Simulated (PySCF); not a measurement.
# C14H10N2: the cost of one run

Computed with PySCF 2.14.0, with density-fitted response routines of our own, on a single molecule in the gas phase. Atoms are numbered from 0 throughout.

### 1 The starting structure

26 atoms, charge 0, multiplicity 1; geometry from: GFN2-xTB.

Bonds of the start (Å): N0–C1 1.15, C1–C2 1.42, C2–C3 1.40, C3–C4 1.38, C4–C5 1.38, C5–C6 1.40, C6–C7 1.45, C7–C8 1.34, C8–C9 1.45, C9–C10 1.40, C10–C11 1.38, C11–N12 1.32, N12–C13 1.32, C13–C14 1.38, C6–C15 1.39, C15–C2 1.39, C14–C9 1.40, C3–H16 1.08, C4–H17 1.08, C5–H18 1.08, C7–H19 1.08, C8–H20 1.08, C10–H21 1.08, C11–H22 1.08, C13–H23 1.08, C14–H24 1.08, C15–H25 1.08.

### 2 Relaxing the molecule at PBE0-D3(BJ)/def2-SVP

What the job is given:

```
{"job": {"xc": "PBE0", "basis": "def2-SVP", "d3": "d3bj", "grid": 2, "kind": "geom"}, "charge": 0, "multiplicity": 1}
N     -4.430010    -2.710550     1.345500
C     -3.935490    -1.838780     0.789390
C     -3.325250    -0.763210     0.101000
C     -4.116090     0.144120    -0.606030
C     -3.504370     1.181060    -1.285430
C     -2.128640     1.316240    -1.259990
C     -1.321690     0.423180    -0.545710
C      0.116860     0.622310    -0.549140
C      1.005290    -0.014480     0.225790
C      2.441460     0.198140     0.223140
C      3.116580     0.956920    -0.737670
C      4.489680     1.093800    -0.640670
N      5.219260     0.541680     0.314960
C      4.590070    -0.183180     1.224850
C      3.221880    -0.385820     1.226460
C     -1.941370    -0.625700     0.132630
H     -5.188870     0.024310    -0.618720
H     -4.103820     1.887440    -1.840090
H     -1.663770     2.131270    -1.796120
H      0.460200     1.381370    -1.239660
H      0.664970    -0.743580     0.949320
H      2.586850     1.424890    -1.552040
H      5.040760     1.675610    -1.368400
H      5.218770    -0.622870     1.988360
H      2.760190    -0.985110     1.997260
H     -1.358250    -1.350580     0.679810
```

**Question.** How long does this first job take on 8 threads of Intel Xeon Platinum 8259CL at 2.50GHz (Skylake/Cascade Lake), shared host?

About 6.6 min.
